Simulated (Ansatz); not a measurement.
# Au (Gold): structure and electronic properties

An exercise on one series of results from a longer session: the logs are not shown, and one member is left open.

The COD entry's cell or inner coordinates are ideal or old and differ from later refinements, so a difference from it is no clean test against experiment.

Program: Ansatz 0.2.0. Level of theory: DFT r2SCAN, scalar-relativistic, plane waves, PAW. These are calculated values, not measurements.

## The system as given

Symmetry: Fm-3m, No. 225, cubic system. The conventional cell has a = 4.070 Å, b = 4.070 Å, c = 4.070 Å, α = 90.00°, β = 90.00°, γ = 90.00°. Around Au (site symmetry m-3m) lie 12 Au at 2.88 Å.

Coordinates:

```xyz
1
Lattice="0.0000 2.0350 2.0350 2.0350 0.0000 2.0350 2.0350 2.0350 0.0000" Properties=species:S:1:pos:R:3 pbc="T T T"
Au    0.0000    0.0000    0.0000
```

Source of the structure: the Crystallography Open Database.

Set-up of the first run:

(A quick probe on a coarse mesh, which set the mesh and smearing, is not shown.)

Contents of input.yaml:

```yaml
crystal:
  lattice:
    - [0.0, 2.035, 2.035]
    - [2.035, 0.0, 2.035]
    - [2.035, 2.035, 0.0]
  atoms:
    - { symbol: Au, position: [0.0, 0.0, 0.0] }
basis:
  ecutwfc: 500
kpoints:
  mp_grid: { grid: [18, 18, 18] }
hamiltonian:
  xc: r2scan
scf:
  occupations: { method: gaussian, width: 0.1 }
output:
  forces: true
  stress: true
  eigenvalues: true
  write_density: true
  write_potential: true
  elf: true
  volumetric_format: npy
relax:
  adjacent_minimum: "off"
  f_tol: 0.005
  max_steps: 80
  cell: { stress_tol: 0.05 }
```

Run with:

```
ansatz run input.yaml --threads 1 --pin off --max-ram 2560MiB --backend cpu --events-out ev --progress --plain --runs-dir out
```

Among the steps run: The relaxation; Bands, states and charges; Volume × 0.97; The cell scaled to 1.03 of its volume; Volume × 0.94; Point at V/V0 = 1.06.

One of the session's tables, all rows but one given; the rest of the session is left out.

It belongs to the step «Energy against volume». 

```
volume (Å³/atom)  energy above the lowest point (meV/atom)  pressure (GPa)
          16.483                                      35.6           11.58
          17.009                                       8.4            5.22
          17.535                                       0.0            0.03
          18.061                                         ?               ?
          18.587                                      26.7           -7.56
```

Q: Estimate the row for volume (Å³/atom) = 18.061 from the others.

Worked estimate for «energy above the lowest point (meV/atom)». A straight line through the neighbours (17.535, 0.0) and (18.587, 26.7) gives 0.0 + (26.7 − 0.0) × (18.061 − 17.535) / (18.587 − 17.535) = 13.3; a parabola fitted to 3 rows on both sides gives 6.1.

The run gave: energy above the lowest point (meV/atom): 7.1; pressure (GPa): -4.19. In «energy above the lowest point (meV/atom)» the line misses by +6.2 and the parabola by -1.0.

Caveats from the session: The projections leave out shells that the potentials don't hold, such as empty d states.
